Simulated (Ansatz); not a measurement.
# BrClH2OZn: the cost of one run

Method: RKS BLYP/def2-SVP, in Ansatz 0.2.0.

### Step 1. The starting structure

Bond lengths: Zn1–Br2 2.826 Å, Zn1–Cl3 2.093 Å, Zn1–O5 2.198 Å, O5–H6 0.959 Å. Angles: Br2–Zn1–Cl3 163.0°, Br2–Zn1–O5 72.9°, Cl3–Zn1–O5 119.8°, Zn1–O5–H6 138.4°.

As a file:

```xyz
6

Zn   -0.8356   -0.5126   -0.7404
Br    1.3645   -1.9649    0.2784
Cl   -2.3418    0.2211   -1.9953
H     1.1962   -0.0295    0.7213
O     0.3570    0.8828    0.4684
H     0.2597    1.4032    1.2676
```

### Step 2. Pulling towards end A

Springs on the bonds that form and break draw the guess towards this end; the thresholds are loose.

input.yaml

```yaml
crystal:
  periodic: [false, false, false]
  atoms:
    - { symbol: Zn, position_ang: [-0.8356, -0.5126, -0.7404] }
    - { symbol: Br, position_ang: [1.3645, -1.9649, 0.2784] }
    - { symbol: Cl, position_ang: [-2.3418, 0.2211, -1.9953] }
    - { symbol: H, position_ang: [1.1962, -0.0295, 0.7213] }
    - { symbol: O, position_ang: [0.357, 0.8828, 0.4684] }
    - { symbol: H, position_ang: [0.2597, 1.4032, 1.2676] }
basis:
  gaussian: { orbitals: def2-SVP }
hamiltonian:
  xc: blyp
relax:
  f_tol: 0.15
  max_steps: 25
  restrain:
    - { distance: [0, 4], at: 3.18, k: 30.0 }
    - { distance: [3, 1], at: 2.81, k: 30.0 }
    - { distance: [0, 1], at: 2.42, k: 30.0 }
    - { distance: [3, 4], at: 0.97, k: 30.0 }
```

On the command line:

```bash
ansatz run input.yaml --threads 2 --pin off --max-ram 3072MiB --backend cpu --events-out ev --progress --plain --runs-dir out
```

What time and memory should one allow on 2 threads of Arm Neoverse V2, shared host?

About 15 s, with a peak of 0.17 GiB.
